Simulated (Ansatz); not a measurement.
# LiMg12: the cost of one run

Program: Ansatz 0.2.0. Level of theory: DFT PBE+D3(BJ), plane waves, PAW, scalar-relativistic, no spin polarisation. These are calculated values, not measurements.

### Step 1. Starting point

The cell holds 13 atoms (LiMg12): a = 6.420 Å, b = 6.420 Å, c = 17.213 Å, α = 90.00°, β = 90.00°, γ = 60.00°.

Coordinates:

```
Mg Li
1.0
     6.42000    0.00000    0.00000
     3.21000    5.55988    0.00000
     0.00000    0.00000   17.21304
Mg Li
12 1
Cartesian
  0.0000 0.0000 1.0000
  3.2100 0.0000 1.0000
  1.6050 2.7799 1.0000
  4.8150 2.7799 1.0000
  0.0000 1.8533 3.6065
  3.2100 1.8533 3.6065
  1.6050 4.6332 3.6065
  4.8150 4.6332 3.6065
  0.0000 0.0000 6.2130
  3.2100 0.0000 6.2130
  1.6050 2.7799 6.2130
  4.8150 2.7799 6.2130
  2.3559 1.4160 8.4830
```

### Step 2. End point A

input.yaml

```yaml
crystal:
  lattice:
    - [6.42, 0.0, 0.0]
    - [3.21, 5.559883, 0.0]
    - [0.0, 0.0, 17.21304]
  atoms:
    - { symbol: Mg, position: [0.0, 0.0, 0.0580955] }
    - { symbol: Mg, position: [0.5, 0.0, 0.0580955] }
    - { symbol: Mg, position: [0.0, 0.5, 0.0580955] }
    - { symbol: Mg, position: [0.5, 0.5, 0.0580955] }
    - { symbol: Mg, position: [-0.1666667, 0.3333333, 0.2095225] }
    - { symbol: Mg, position: [0.3333333, 0.3333333, 0.2095225] }
    - { symbol: Mg, position: [-0.1666667, 0.8333333, 0.2095225] }
    - { symbol: Mg, position: [0.3333333, 0.8333333, 0.2095225] }
    - { symbol: Mg, position: [0.0, 0.0, 0.3609496] }
    - { symbol: Mg, position: [0.5, 0.0, 0.3609496] }
    - { symbol: Mg, position: [0.0, 0.5, 0.3609496] }
    - { symbol: Mg, position: [0.5, 0.5, 0.3609496] }
    - { symbol: Li, position: [0.2396179, 0.2546761, 0.4928264] }
basis:
  ecutwfc: 420.0
kpoints:
  mp_grid: { grid: [5, 5, 1] }
hamiltonian:
  xc: pbe
  dispersion: d3bj
scf:
  occupations: { method: gaussian, width: 0.1 }
  lower_state_search: "off"
relax:
  f_tol: 0.03
  max_steps: 60
  adjacent_minimum: "off"
  constraints: [{ sites: [0, 1, 2, 3] }]
output:
  write_density: true
  write_potential: true
  elf: true
  volumetric_format: npy
```

The run is started by

```console
ansatz run input.yaml --threads 4 --pin off --max-ram 10240MiB --backend cpu --events-out ev --progress --plain --runs-dir out
```

What time and memory should one allow on 4 threads of AMD EPYC 9R45 (Zen 5), shared host?

About 11 s, with a peak of 1.6 GiB.
